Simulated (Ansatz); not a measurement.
## Mg₂ZnO₃, space group P-3m1: a scan of the Hubbard U, step by step

With Ansatz 0.2.0 through its Python package.

Contents of `mg2zno3.extxyz`:
```text
6
Lattice="3.03299859 0.0 0.0 -1.5164993 2.62665383 0.0 0.0 0.0 7.403316" Properties=species:S:1:pos:R:3 pbc="T T T"
Mg   -0.00000002    1.75110256    4.92912779
Mg    1.51649931    0.87555127    2.47418821
Zn    0.00000000    0.00000000    0.00000000
O    -0.00000002    1.75110256    1.27795300
O     1.51649931    0.87555127    6.12536300
O     0.00000000    0.00000000    3.70165800
```

Notebook, run cell by cell (the value of a cell's last expression is shown):

In [1]:
```python
import ansatz as az
import numpy as np
import pandas as pd
```

In [2]:
```python
def count_gap(report):
    # lowest empty less highest filled band, counting bands; zero where they overlap
    return max(report.get("gap_by_band_count_ev") or 0.0, 0.0)
```

In [3]:
```python
xtal = az.Crystal.from_extxyz("mg2zno3.extxyz")

setup = xtal.calculation()
setup = setup.functional("pbesol", dispersion="d4")
setup = setup.kpoints(mesh=(7, 7, 3))
setup = setup.occupations("Fixed")
setup = setup.band_table()
rows = []
for u in [2.0, 4.0, 6.0, 8.0]:
    report = setup.hubbard("Zn", "d", u_eff=u).run(threads=1, pin="off").report
    shell = report["hubbard"]["n_scf"]
    rows.append((u, count_gap(report), sum(shell) / len(shell), report["n_iterations"]))
print(pd.DataFrame(rows, columns=["U_eff eV", "gap by band count eV", "Zn d occupation (projector)", "iterations"]).round(4).to_string(index=False))
```
```text
DeckWarning: basis.ecutwfc = 420 eV, auto-derived from the records' recommended cutoffs: set by Mg (normal level)
 U_eff eV  gap by band count eV  Zn d occupation (projector)  iterations
      2.0                2.9100                       9.9914          10
      4.0                2.9731                       9.9922          10
      6.0                3.0184                       9.9929          10
      8.0                3.0520                       9.9935          10
```

From U = 2 to 8 eV the gap on the mesh goes from 2.91 eV to 3.05 eV.

What to keep in mind:
- Along an axis with an odd division the mesh misses the point at one half; a gap read on a finite mesh is an upper bound on this functional's gap.
- Semilocal gaps usually lie well under measured ones.
- Under fixed occupations the level called the Fermi level is the highest filled one on the SCF mesh; off the mesh a filled band can lie a little above it.
- This cell is a computed structure, which may not be the phase found in nature.
- Levels are Kohn-Sham eigenvalues on this mesh.
- Warnings are shown shortened and without file and line.
- Shell occupations and the effect of U depend on the projectors; a run with no .spin step is spin-unpolarised, and each U may end in a state that isn't the lowest.
- Finished in 9.7 s on 1 thread of Intel(R) Xeon(R) Platinum 8488C (Sapphire Rapids) (shared host), peak memory 0.48 GiB.

(Lines on the test bed's own set-up are left out of the output.)
